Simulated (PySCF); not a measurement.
**C4HMg radical: EPR parameters at several levels of theory**

How much do the EPR parameters of C4HMg radical (`C#CC#[C][Mg]`) depend on the level of theory, and what does each level cost?

The runs use PySCF 2.14.0, with density-fitted response routines of our own; the level of theory stands in each step. All values are computed, except where a source is named. Atoms are numbered from 0 throughout.

## Step 1: The starting structure

6 atoms, charge 0, multiplicity 2; geometry from: GFN2-xTB.

Bonds of the start (Å): C0–C1 1.21, C1–C2 1.37, C2–C3 1.22, C3–Mg4 2.13, C0–H5 1.05.

## Step 2: Geometry optimisation at PBE0-D3(BJ)/def2-TZVP

The job: settings as JSON, then the geometry in Å.

```
{"job": {"xc": "PBE0", "basis": "def2-TZVP", "d3": "d3bj", "grid": 2, "kind": "geom"}, "charge": 0, "multiplicity": 2}
C      0.000000     0.000000    -2.073810
C      0.000000     0.000000    -0.868260
C      0.000000     0.000000     0.497310
C      0.000000     0.000000     1.718100
Mg     0.000000     0.000000     3.849000
H      0.000000     0.000000    -3.122330
```

The program printed:

```text
step   0  E = -352.71351628  max force = 0.021366
step   1  E = -352.71507069  max force = 0.002690
step   2  E = -352.71509264  max force = 0.000455
step   3  E = -352.71509352  max force = 0.000046
optimisation converged
```

It took 56 s on 4 threads of Arm Neoverse N1, shared host.

The steps of the relaxation:

```
step  energy from step 0 (eV)  largest force component (eV/Å)
   0                   0.0000                          1.0987
   1                  -0.0423                          0.1383
   2                  -0.0429                          0.0234
   3                  -0.0429                          0.0024
```

Distances of close pairs at the start and the end, largest changes first:

```
  bond  before (Å)  after (Å)  change (Å)
C3–Mg4       2.131      2.045      -0.086
 C0–H5       1.049      1.064      +0.015
 C2–C3       1.221      1.224      +0.003
 C1–C2       1.366      1.363      -0.003
 C0–C1       1.206      1.207      +0.001
```

The end geometry stands in the next job.

```
                         at the end point         value
  point group (found at 0.08 Å tolerance)           C∞v
rotational constants (GHz, main isotopes)  1.386, 1.386
                        dipole moment (D)          2.08
                                     ⟨S²⟩         0.751
```

## Step 3: g tensor and hyperfine couplings: B3LYP/def2-TZVP-core+IGLO-III+pcH-1

The job: settings as JSON, then the geometry in Å.

```
{"job": {"kind": "epr", "xc": "B3LYP"}, "charge": 0, "multiplicity": 2}
C     -0.000000    -0.000000    -2.057588
C     -0.000000    -0.000000    -0.850586
C     -0.000000    -0.000000     0.512180
C      0.000000    -0.000000     1.736376
Mg     0.000000     0.000000     3.781027
H     -0.000000    -0.000000    -3.121398
```

Level: UKS B3LYP, IGLO-III on C, def2-TZVP-core on Mg, pcH-1 on H, non-relativistic, mean-field spin-orbit, GIAO.

The program printed:

```text
UKS, coarse grid
  cycle   1  E = -352.97513243  |g| = 3.64e-01
  cycle   2  E = -352.90179134  |g| = 4.69e-01
  cycle   3  E = -353.01433757  |g| = 2.15e-01
  cycle   4  E = -353.04085664  |g| = 5.31e-02
  cycle   5  E = -353.04237306  |g| = 1.48e-02
  cycle   6  E = -353.04247279  |g| = 3.40e-03
  cycle   7  E = -353.04247643  |g| = 2.13e-03
  cycle   8  E = -353.04247864  |g| = 9.26e-04
UKS, final grid
  cycle   1  E = -353.04247558  |g| = 2.23e-03
  cycle   2  E = -353.04246201  |g| = 5.71e-03
  cycle   3  E = -353.04247809  |g| = 1.61e-04
  cycle   4  E = -353.04247811  |g| = 1.00e-04
  cycle   5  E = -353.04247812  |g| = 8.07e-05
  cycle   6  E = -353.04247814  |g| = 2.85e-05
  cycle   7  E = -353.04247814  |g| = 1.27e-05
E = -353.04247814 Eh   <S^2> = 0.7510 (exact 0.7500)
g shifts (ppm)      1          2          3
  rmc           -86        -86        -86
  gc             22         22         19
  oz_so       -1658      -1658         -0
  total       -1722      -1722        -67
hyperfine (MHz)  atom isotope    a_iso     a_fc   dipolar eigenvalues
    0   13C      -0.85      -0.85     -0.65     -0.65      1.29
    1   13C       3.93       3.93     -0.16      0.08      0.08
    2   13C      23.84      23.83     -2.27     -2.27      4.54
    3   13C     170.37     170.40     -5.16     -5.16     10.33
    4  25Mg    -284.89    -284.97    -10.25      5.13      5.13
    5    1H       1.08       1.08     -0.08      0.04      0.04
```

Wall time 29 s (4 threads of Arm Neoverse N1, shared host).

Principal g values 2.00060, 2.00060, 2.00225; g(iso) = 2.00115, against 2.00232 for a free electron.

Hyperfine couplings, nucleus by nucleus at this fixed geometry (no averaging over rotations):

```
nuclei  isotope  a(iso) (MHz)  a(iso) (G, at g = 2.0023)  largest dipolar term (MHz)
   Mg4     25Mg        -284.9                     -101.7                       -10.3
    C3      13C         170.4                       60.8                        10.3
    C2      13C          23.8                        8.5                         4.5
    C1      13C           3.9                        1.4                        -0.2
    H5       1H           1.1                        0.4                        -0.1
    C0      13C          -0.8                       -0.3                         1.3
```

Mulliken spin populations:

```
atom  value (e)
  C0      -0.01
  C1       0.01
  C2      -0.01
  C3       0.04
 Mg4       0.97
  H5       0.00
```

In first order the couplings over 0.8 MHz of 1H give 2 distinct lines over 0.4 G.

## Step 4: g tensor and hyperfine couplings: PBE0/def2-TZVP-core+IGLO-III+pcH-1

The job, as its differences from that of step 3:

```diff
@@ -1,2 +1,2 @@
-{"job": {"kind": "epr", "xc": "B3LYP"}, "charge": 0, "multiplicity": 2}
+{"job": {"kind": "epr", "xc": "PBE0"}, "charge": 0, "multiplicity": 2}
 C     -0.000000    -0.000000    -2.057588
```

Method: UKS PBE0, IGLO-III on C, def2-TZVP-core on Mg, pcH-1 on H, non-relativistic, mean-field spin-orbit, GIAO.

The program printed:

```text
UKS, coarse grid
  cycle   1  E = -352.65768918  |g| = 3.43e-01
  cycle   2  E = -352.62415013  |g| = 3.80e-01
  cycle   3  E = -352.69244633  |g| = 1.90e-01
  cycle   4  E = -352.71329343  |g| = 4.65e-02
  cycle   5  E = -352.71447392  |g| = 1.03e-02
  cycle   6  E = -352.71452138  |g| = 4.12e-03
  cycle   7  E = -352.71452705  |g| = 3.03e-03
  cycle   8  E = -352.71453140  |g| = 6.28e-04
UKS, final grid
  cycle   1  E = -352.71454532  |g| = 1.13e-03
  cycle   2  E = -352.71454272  |g| = 2.61e-03
  cycle   3  E = -352.71454608  |g| = 1.80e-04
  cycle   4  E = -352.71454613  |g| = 1.23e-04
  cycle   5  E = -352.71454619  |g| = 1.30e-04
  cycle   6  E = -352.71454623  |g| = 4.75e-05
  cycle   7  E = -352.71454624  |g| = 1.79e-05
E = -352.71454624 Eh   <S^2> = 0.7512 (exact 0.7500)
g shifts (ppm)      1          2          3
  rmc           -78        -78        -78
  gc             21         21         18
  oz_so       -1612      -1612         -0
  total       -1669      -1669        -60
hyperfine (MHz)  atom isotope    a_iso     a_fc   dipolar eigenvalues
    0   13C      -1.15      -1.16     -0.80     -0.80      1.59
    1   13C       4.53       4.53     -0.41      0.21      0.21
    2   13C      21.56      21.55     -2.38     -2.38      4.76
    3   13C     153.58     153.61     -4.42     -4.42      8.84
    4  25Mg    -264.76    -264.83     -9.90      4.95      4.95
    5    1H       1.47       1.47     -0.22      0.11      0.11
```

Wall time 29 s (4 threads of Arm Neoverse N1, shared host).

This run: g(iso) 2.00119.

## Step 5: g tensor and hyperfine couplings: PBE/def2-TZVP-core+IGLO-III+pcH-1

The job, as its differences from that of step 4:

```diff
@@ -1,2 +1,2 @@
-{"job": {"kind": "epr", "xc": "PBE0"}, "charge": 0, "multiplicity": 2}
+{"job": {"kind": "epr", "xc": "PBE"}, "charge": 0, "multiplicity": 2}
 C     -0.000000    -0.000000    -2.057588
```

Method: UKS PBE, IGLO-III on C, def2-TZVP-core on Mg, pcH-1 on H, non-relativistic, mean-field spin-orbit, GIAO.

The program printed:

```text
UKS, coarse grid
  cycle   1  E = -352.60204257  |g| = 4.50e-01
  cycle   2  E = -352.26561920  |g| = 7.82e-01
  cycle   3  E = -352.60797623  |g| = 3.77e-01
  cycle   4  E = -352.68367825  |g| = 1.56e-01
  cycle   5  E = -352.69715495  |g| = 5.93e-02
  cycle   6  E = -352.69869266  |g| = 1.93e-02
  cycle   7  E = -352.69872917  |g| = 1.64e-02
  cycle   8  E = -352.69886866  |g| = 1.67e-03
  cycle   9  E = -352.69887004  |g| = 1.99e-04
UKS, final grid
  cycle   1  E = -352.69888358  |g| = 5.46e-04
  cycle   2  E = -352.69888181  |g| = 1.91e-03
  cycle   3  E = -352.69888372  |g| = 1.45e-04
  cycle   4  E = -352.69888372  |g| = 1.03e-04
  cycle   5  E = -352.69888373  |g| = 1.97e-05
E = -352.69888373 Eh   <S^2> = 0.7509 (exact 0.7500)
g shifts (ppm)      1          2          3
  rmc           -79        -79        -79
  gc             19         19         18
  oz_so       -1683      -1683          0
  total       -1743      -1743        -61
hyperfine (MHz)  atom isotope    a_iso     a_fc   dipolar eigenvalues
    0   13C      -0.42      -0.43     -0.63     -0.63      1.27
    1   13C       4.09       4.09     -0.01      0.00      0.00
    2   13C      26.59      26.58     -2.26     -2.26      4.52
    3   13C     162.82     162.85     -5.30     -5.30     10.60
    4  25Mg    -260.64    -260.72    -10.25      5.13      5.13
    5    1H       1.01       1.01     -0.06      0.03      0.03
```

It took 14 s on 4 threads of Arm Neoverse N1, shared host.

Key values: g(iso) 2.00114.

## Step 6: EPR parameters: CAM-B3LYP/def2-TZVP-core+IGLO-III+pcH-1

The job, as its differences from that of step 5:

```diff
@@ -1,2 +1,2 @@
-{"job": {"kind": "epr", "xc": "PBE"}, "charge": 0, "multiplicity": 2}
+{"job": {"kind": "epr", "xc": "CAM-B3LYP"}, "charge": 0, "multiplicity": 2}
 C     -0.000000    -0.000000    -2.057588
```

Level: UKS CAM-B3LYP, IGLO-III on C, def2-TZVP-core on Mg, pcH-1 on H, non-relativistic, mean-field spin-orbit, GIAO.

The program printed:

```text
UKS, coarse grid
  cycle   1  E = -352.87849934  |g| = 3.10e-01
  cycle   2  E = -352.89193864  |g| = 2.48e-01
  cycle   3  E = -352.91904887  |g| = 1.14e-01
  cycle   4  E = -352.92596378  |g| = 3.13e-02
  cycle   5  E = -352.92661459  |g| = 7.25e-03
  cycle   6  E = -352.92667384  |g| = 6.22e-03
  cycle   7  E = -352.92670447  |g| = 2.24e-03
  cycle   8  E = -352.92670863  |g| = 7.84e-04
UKS, final grid
  cycle   1  E = -352.92670767  |g| = 7.32e-04
  cycle   2  E = -352.92670767  |g| = 9.21e-04
  cycle   3  E = -352.92670806  |g| = 2.22e-04
  cycle   4  E = -352.92670811  |g| = 1.18e-04
  cycle   5  E = -352.92670817  |g| = 6.33e-05
  cycle   6  E = -352.92670819  |g| = 5.79e-05
  cycle   7  E = -352.92670821  |g| = 2.62e-05
  cycle   8  E = -352.92670821  |g| = 9.14e-06
E = -352.92670821 Eh   <S^2> = 0.7513 (exact 0.7500)
g shifts (ppm)      1          2          3
  rmc           -86        -86        -86
  gc             23         23         19
  oz_so       -1705      -1705         -0
  total       -1767      -1767        -67
hyperfine (MHz)  atom isotope    a_iso     a_fc   dipolar eigenvalues
    0   13C      -1.05      -1.06     -0.73     -0.73      1.46
    1   13C       3.99       4.00     -0.39      0.19      0.19
    2   13C      22.63      22.62     -2.39     -2.39      4.77
    3   13C     168.86     168.89     -4.91     -4.91      9.82
    4  25Mg    -289.36    -289.44    -10.44      5.22      5.22
    5    1H       1.25       1.25     -0.15      0.08      0.08
```

Wall time 41 s (4 threads of Arm Neoverse N1, shared host).

In short: g(iso) 2.00112.

## Step 7: Run by run: EPR parameters

g, ⟨S²⟩ and isotropic hyperfine couplings (MHz), with basis size and wall time:

```
                                    run   g(iso)   ⟨S²⟩  25Mg Mg4  13C C3  13C C2  13C C1  1H H5  functions  time
    B3LYP/def2-TZVP-core+IGLO-III+pcH-1  2.00115  0.751    -284.9   170.4    23.8     3.9    1.1        206  29 s
     PBE0/def2-TZVP-core+IGLO-III+pcH-1  2.00119  0.751    -264.8   153.6    21.6     4.5    1.5        206  29 s
      PBE/def2-TZVP-core+IGLO-III+pcH-1  2.00114  0.751    -260.6   162.8    26.6     4.1    1.0        206  14 s
CAM-B3LYP/def2-TZVP-core+IGLO-III+pcH-1  2.00112  0.751    -289.4   168.9    22.6     4.0    1.2        206  41 s
```

## Step 8: Results

| quantity | value |
| --- | --- |
| point group | C∞v |
| rotational constants (main isotopes) | 1.39, 1.39 GHz |
| g(iso) (B3LYP) | 2.00115 |
| ⟨S²⟩ | 0.751 (exact 0.75) |
| largest a(iso) | 25Mg on Mg4, -284.9 MHz |

In words: Single values in the summary come from the first run of each kind that ended normally (B3LYP/def2-TZVP-core+IGLO-III+pcH-1), which need not be the best level. The optimisation took 3 steps and gained 0.043 eV; among the close pairs (by a distance rule), C3–Mg4 changed most, from 2.131 to 2.045 Å. Most of the unpaired spin sits on Mg4 (0.97 e). The isotropic g lies 1.2 ppt below the free-electron value. The coupling of 25Mg on Mg4 runs from -289.4 (CAM-B3LYP/def2-TZVP-core+IGLO-III+pcH-1) to -260.6 MHz (PBE/def2-TZVP-core+IGLO-III+pcH-1).
